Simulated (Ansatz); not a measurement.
# CH₆ClFSi₂: a ladder of functionals and wavefunction methods

The task here is to estimate one member of a computed series from the others.

Program: Ansatz 0.2.0, Gaussian basis. Level of theory: functionals in def2-TZVPP, the program's frozen cores in correlated methods. These are calculated values, not measurements.

Plan: LDA (SPW92), PBE-D4, revPBE-D4, BLYP-D4, r2SCAN-D4, B97M-V, PBE0-D4, B3LYP-D4, r2SCANh-D4, r2SCAN0-D4, HSE06-D4, BHLYP-D4, CAM-B3LYP-D4, LC-ωPBE, ωB97X-V, ωB97M-V, B2PLYP, PBE-QIDH; CCSD(T)/def2-SVP; CCSD(T)/def2-TZVPP; MP2/def2-QZVPP; extrapolation to the limit; RPA on PBE.

## The geometry

An earlier PBE0-D4 in a triple-zeta def2 set relaxation fixed the geometry.

11 atoms, charge 0, spin multiplicity 1.

Atoms are counted from 1 here; the program's logs count them from 0.

Bond lengths: C1–Si2 1.856 Å, C1–H6 1.093 Å, C1–H7 1.092 Å, C1–H8 1.093 Å, Si2–F3 1.610 Å, Si2–Si4 2.348 Å, Si2–H9 1.487 Å, Si4–Cl5 2.071 Å, Si4–H10 1.485 Å, Si4–H11 1.486 Å. Angles: Si2–C1–H6 110.7°, Si2–C1–H7 111.3°, Si2–C1–H8 109.7°, H6–C1–H7 108.5°, H6–C1–H8 108.3°, H7–C1–H8 108.2°, C1–Si2–F3 109.5°, C1–Si2–Si4 111.3°, C1–Si2–H9 110.9°, F3–Si2–Si4 108.5°, F3–Si2–H9 107.3°, Si4–Si2–H9 109.2°, Si2–Si4–Cl5 105.5°, Si2–Si4–H10 113.7°, Si2–Si4–H11 113.0°, Cl5–Si4–H10 107.8°, Cl5–Si4–H11 107.6°, H10–Si4–H11 108.9°.

Set-up of the first run:

File in.yaml:

```yaml
crystal:
  periodic: [false, false, false]
  atoms:
    - {symbol: C, position_ang: [-1.216625, -0.616444, 1.039457]}
    - {symbol: Si, position_ang: [0.389760, 0.270649, 0.759765]}
    - {symbol: F, position_ang: [1.561185, -0.466303, 1.581651]}
    - {symbol: Si, position_ang: [0.970593, 0.283743, -1.515161]}
    - {symbol: Cl, position_ang: [-0.614072, 1.198077, -2.485140]}
    - {symbol: H, position_ang: [-1.491233, -0.595359, 2.096769]}
    - {symbol: H, position_ang: [-1.155153, -1.658186, 0.717489]}
    - {symbol: H, position_ang: [-2.011497, -0.128848, 0.468575]}
    - {symbol: H, position_ang: [0.316733, 1.671265, 1.255128]}
    - {symbol: H, position_ang: [2.197079, 1.065061, -1.813740]}
    - {symbol: H, position_ang: [1.118631, -1.080656, -2.084193]}
basis:
  gaussian: {orbitals: def2-TZVPP}
hamiltonian: {xc: lda}
output: {orbitals: {seedname: orbitals}}
```

On the command line:

```bash
$ ansatz run in.yaml --threads 4 --pin off --events-out ev --progress --plain --max-ram 10444MiB
```

Among the steps run: LDA; PBE-D4 (GGA); revPBE-D4 (GGA); BLYP-D4 (GGA); r2SCAN-D4 (meta-GGA); B97M-V (meta-GGA); PBE0-D4 (hybrid); B3LYP-D4 (hybrid); r2SCANh-D4 (hybrid); r2SCAN0-D4 (hybrid); HSE06-D4 (hybrid); BHLYP-D4 (hybrid); CAM-B3LYP-D4 (range-separated); LC-ωPBE (range-separated); ωB97X-V (range-separated); ωB97M-V (range-separated); B2PLYP (double hybrid); PBE-QIDH (double hybrid).

One table of the session follows, with a row left open; its other results are not shown here.

It belongs to the step «Frontier levels by functional». 

```
  functional  HOMO (eV)  gap (eV)
 LDA (SPW92)          ?         ?
      PBE-D4      -6.79      5.06
   revPBE-D4      -6.75      5.13
     BLYP-D4      -6.68      5.13
   r2SCAN-D4      -7.08      5.64
      B97M-V      -7.18      5.61
     PBE0-D4      -8.01      7.14
    B3LYP-D4      -7.82      6.78
  r2SCANh-D4      -7.52      6.38
  r2SCAN0-D4      -8.19      7.49
    HSE06-D4      -7.61      6.37
    BHLYP-D4      -9.15      9.23
CAM-B3LYP-D4      -9.32      9.52
     LC-ωPBE     -10.61     11.94
     ωB97X-V     -10.29     11.50
     ωB97M-V     -10.06     10.98
```

**Question.** Estimate the row for LDA (SPW92).

As computed: HOMO (eV): -6.88; gap (eV): 4.89. In the column «HOMO (eV)» it lies between r2SCAN-D4 (-7.08) and PBE-D4 (-6.79).
